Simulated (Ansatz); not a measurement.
# CH4BN: the cost of one run

The runs use Ansatz 0.2.0, Gaussian basis; PBE0-D4/def2-TZVP structures, single points in def2-TZVPP, no counterpoise correction.

Levels: SPW92, PBE-D4, BLYP-D4, r2SCAN-D4, B97M-V, PBE0-D4, B3LYP-D4, r2SCAN0-D4, BHLYP-D4, CAM-B3LYP-D4, wB97X-V, wB97M-V, B2PLYP, PBE-QIDH, RPA on PBE, Hartree-Fock, MP2, CCSD, CCSD(T).

Correlated methods freeze the cores. B3LYP uses VWN-RPA correlation. B2PLYP carries no dispersion term here.

56 further runs of the same task are left out: 56 set aside as unsound or not needed.

### 1 Starting geometry

The complex: 10 atoms, charge 0, spin multiplicity 1.

Atoms are counted from 1 here; the program's logs count them from 0.

Bond lengths: B1–N3 1.241 Å, B1–C5 1.531 Å, S2–H4 1.347 Å, S2–H6 1.341 Å, N3–H7 0.991 Å, C5–H8 1.092 Å, C5–H9 1.092 Å, C5–H10 1.093 Å. Angles: N3–B1–C5 177.4°, H4–S2–H6 92.4°, B1–N3–H7 173.3°, B1–C5–H8 111.1°, B1–C5–H9 111.1°, B1–C5–H10 109.8°, H8–C5–H9 108.2°, H8–C5–H10 108.3°, H9–C5–H10 108.3°.

As a file:

```
B     0.71487    0.50232   -0.54392
S    -2.58615   -0.79809    0.55619
N     0.12495    0.61195   -1.62975
H    -1.77834   -0.25476   -0.37528
C     1.38387    0.34143    0.82378
H    -2.25332   -2.04662    0.19611
H    -0.24772    0.74625   -2.53837
H     1.76029    1.29809    1.19212
H     2.22139   -0.35744    0.77231
H     0.66016   -0.04313    1.54682
```

Its parts: CH₄BN holds atoms 1, 3, 5, 7, 8, 9, 10; H₂S holds atoms 2, 4, 6. Each part counts its atoms afresh in its own runs.

### 2 Relaxing CH₄BN alone

relax-a/in.yaml reads:

```yaml
crystal:
  periodic: [false, false, false]
  atoms:
    - {symbol: B, position_ang: [0.714874, 0.502323, -0.543924]}
    - {symbol: N, position_ang: [0.124954, 0.611954, -1.629750]}
    - {symbol: C, position_ang: [1.383866, 0.341430, 0.823780]}
    - {symbol: H, position_ang: [-0.247718, 0.746249, -2.538372]}
    - {symbol: H, position_ang: [1.760293, 1.298088, 1.192118]}
    - {symbol: H, position_ang: [2.221391, -0.357442, 0.772311]}
    - {symbol: H, position_ang: [0.660159, -0.043130, 1.546820]}
basis:
  gaussian: {orbitals: def2-TZVP}
hamiltonian: {xc: pbe0, dispersion: d4}
relax: {f_tol: 0.005, max_steps: 200}
```

Command:

```console
$ ansatz run in.yaml --threads 4 --pin off --events-out ev --progress --plain --max-ram 9574MiB
```

**Question.** How long does this run take on 4 threads of Intel Xeon Platinum 8488C, shared host?

About 6 s.
